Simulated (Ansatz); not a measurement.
# Cl2F2GeH2S: the cost of one run

All numbers below are computed with Ansatz 0.2.0 (RKS PBE/def2-SVP).

## 1. The system as given

Bond lengths: Ge1–F2 2.030 Å, Ge1–Cl3 2.220 Å, Ge1–Cl4 2.218 Å, Ge1–F5 1.679 Å, Ge1–S6 2.550 Å, S6–H7 1.400 Å. Angles: F2–Ge1–Cl3 109.5°, F2–Ge1–Cl4 109.5°, F2–Ge1–F5 109.5°, F2–Ge1–S6 71.6°, Cl3–Ge1–Cl4 109.5°, Cl3–Ge1–F5 109.5°, Cl3–Ge1–S6 67.1°, Cl4–Ge1–F5 109.5°, Cl4–Ge1–S6 72.9°, F5–Ge1–S6 176.5°, Ge1–S6–H7 109.5°.

As a file:

```xyz
8

Ge    0.0000    0.0000    0.0000
F     0.0000    0.0000    2.0300
Cl    2.0935    0.0000   -0.7393
Cl   -1.0456    1.8115   -0.7393
F    -0.7913   -1.3709   -0.5594
S     1.3373    2.0168    0.8041
H     2.4142    1.5819    1.5858
H     0.6616    0.9977    1.9260
```

## 2. Pulling towards end A

Springs on the bonds that form and break draw the guess towards this end; the thresholds are loose.

Input file input.yaml:

```yaml
crystal:
  periodic: [false, false, false]
  atoms:
    - { symbol: Ge, position_ang: [0.0, 0.0, 0.0] }
    - { symbol: F, position_ang: [0.0, 0.0, 2.03] }
    - { symbol: Cl, position_ang: [2.0935, 0.0, -0.7393] }
    - { symbol: Cl, position_ang: [-1.0456, 1.8115, -0.7393] }
    - { symbol: F, position_ang: [-0.7913, -1.3709, -0.5594] }
    - { symbol: S, position_ang: [1.3373, 2.0168, 0.8041] }
    - { symbol: H, position_ang: [2.4142, 1.5819, 1.5858] }
    - { symbol: H, position_ang: [0.6616, 0.9977, 1.926] }
basis:
  gaussian: { orbitals: def2-SVP }
hamiltonian:
  xc: pbe
relax:
  f_tol: 0.15
  max_steps: 25
  restrain:
    - { distance: [0, 5], at: 3.45, k: 30.0 }
    - { distance: [7, 1], at: 2.12, k: 30.0 }
    - { distance: [0, 1], at: 1.68, k: 30.0 }
    - { distance: [7, 5], at: 1.4, k: 30.0 }
output:
  orbitals: {}
```

Run with:

```sh
ansatz run input.yaml --threads 4 --pin off --max-ram 5120MiB --backend cpu --events-out ev --progress --plain --runs-dir out
```

What time and memory should one allow on 4 threads of Arm Neoverse V2, shared host?

About 11 s, with a peak of 0.19 GiB.
